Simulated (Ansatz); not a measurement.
# C2H11OPSi2: the cost of one run

All numbers below are computed with Ansatz 0.2.0 (RKS B3LYP/STO-3G).

### Step 1. The system as given

Bond lengths (14 of 16 bonds, heavy atoms first): O1–C2 1.388 Å, C2–Si3 1.844 Å, Si3–P4 2.266 Å, Si3–C5 1.859 Å, C5–Si6 1.873 Å, O1–H7 0.951 Å, C2–H8 1.059 Å, C2–H9 1.058 Å, Si3–H10 1.530 Å, P4–H11 1.348 Å, P4–H12 1.452 Å, C5–H13 1.039 Å, C5–H14 1.072 Å, Si6–H15 1.471 Å. Angles (14 of 28 angles, heavy atoms first): O1–C2–Si3 115.9°, C2–Si3–P4 110.4°, C2–Si3–C5 116.1°, P4–Si3–C5 104.6°, Si3–C5–Si6 107.5°, O1–C2–H8 107.8°, O1–C2–H9 107.3°, Si3–C2–H8 108.4°, Si3–C2–H9 108.6°, C2–O1–H7 112.5°, C2–Si3–H10 110.6°, P4–Si3–H10 103.6°, C5–Si3–H10 110.7°, Si3–P4–H11 98.8°.

The coordinates stand in the first input below.

### Step 2. Relaxing the start

Contents of input.yaml:

```yaml
crystal:
  periodic: [false, false, false]
  atoms:
    - { symbol: O, position_ang: [-2.3615, 0.334, 0.6954] }
    - { symbol: C, position_ang: [-1.735, -0.5668, -0.1541] }
    - { symbol: Si, position_ang: [0.0955, -0.7013, 0.0211] }
    - { symbol: P, position_ang: [0.8573, -2.5481, -1.0491] }
    - { symbol: C, position_ang: [1.0905, 0.6979, -0.6924] }
    - { symbol: Si, position_ang: [0.7537, 2.2176, 0.3491] }
    - { symbol: H, position_ang: [-2.3689, 0.037, 1.5986] }
    - { symbol: H, position_ang: [-2.158, -1.5223, 0.0189] }
    - { symbol: H, position_ang: [-1.9589, -0.2725, -1.1455] }
    - { symbol: H, position_ang: [0.4803, -0.9484, 1.4816] }
    - { symbol: H, position_ang: [2.0774, -2.6269, -0.4815] }
    - { symbol: H, position_ang: [0.2447, -3.4872, -0.1272] }
    - { symbol: H, position_ang: [2.1113, 0.507, -0.6757] }
    - { symbol: H, position_ang: [0.7874, 0.8956, -1.7017] }
    - { symbol: H, position_ang: [-0.6229, 2.6964, 0.1481] }
    - { symbol: H, position_ang: [1.6905, 3.3185, -0.0394] }
    - { symbol: H, position_ang: [0.9976, 1.9692, 1.7939] }
basis:
  gaussian: { orbitals: STO-3G }
hamiltonian:
  xc: b3lyp
relax:
  f_tol: 0.02
  max_steps: 40
scf:
  lower_state_search: "off"
```

On the command line:

```
> ansatz run input.yaml --threads 1 --pin off --max-ram 2048MiB --backend cpu --events-out ev --progress --plain --runs-dir out
```

**Question.** How long does this run take on 1 thread of Arm Neoverse V1, shared host, and how much memory does it need?

About 77 s, with a peak of 0.15 GiB.
